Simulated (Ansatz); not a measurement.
# LaN: a single-point run

Aim: a sound single-point run of LaN. The structure is shown as the input types it. The cell is built on a prototype (zincblende) and needn't be the phase found in nature.

Computed with Ansatz 0.2.0 (density functional or hybrid calculation with the settings of its input, plane waves (as first typed), unless a step's input says otherwise).

1 further run of the same task is left out (for a known fault of the program).

### Step 1. The starting structure

The structure is cubic, space group F-43m (No. 216). The conventional cell has a = 5.605 Å, b = 5.605 Å, c = 5.605 Å, α = 90.00°, β = 90.00°, γ = 90.00°. Around La (site symmetry -43m) lie 4 N at 2.43 Å. N (site symmetry -43m) is surrounded by 4 La at 2.43 Å.

Structure file:

```
CELL_PARAMETERS angstrom
0.00000 2.80238 2.80238
2.80238 0.00000 2.80238
2.80238 2.80238 0.00000
ATOMIC_POSITIONS crystal
La 0.00000 0.00000 0.00000
N 0.25000 0.25000 0.25000
```

### Step 2. Input and run

The input, input.yaml:

```yaml
crystal:
  lattice:
    - [0.0, 2.8023844601, 2.8023844601]
    - [2.8023844601, 0.0, 2.8023844601]
    - [2.8023844601, 2.8023844601, 0.0]
  atoms:
    - { symbol: La, position: [0.0, 0.0, 0.0] }
    - { symbol: "N", position: [0.25, 0.25, 0.25] }
kpoints:
  mp_grid: { grid: [6, 6, 6] }
hamiltonian:
  xc: pbesol
scf:
  occupations: { method: fixed }
  n_extra_bands: 4
  max_iter: 97
output:
  forces: true
  stress: true
  eigenvalues: true
basis:
  ecutwfc: 80
```

Command:

```bash
> ansatz run input.yaml --threads 4 --pin off --max-ram 3686MiB --backend cpu --events-out ev --progress --plain --runs-dir out
```

What happens when this is run?

The program finished normally, with warnings (band overlap at count, cutoff below recommended, metallic iterate). It gives a pressure of 19 GPa, which is large; a structure far from rest gives such values too, whatever the setting.

Look at the input: basis.ecutwfc is 80. With so few plane waves the basis is incomplete by a wide margin. The potentials' recommended cutoff is 420 eV.

The test: delete basis.ecutwfc (the default then holds).
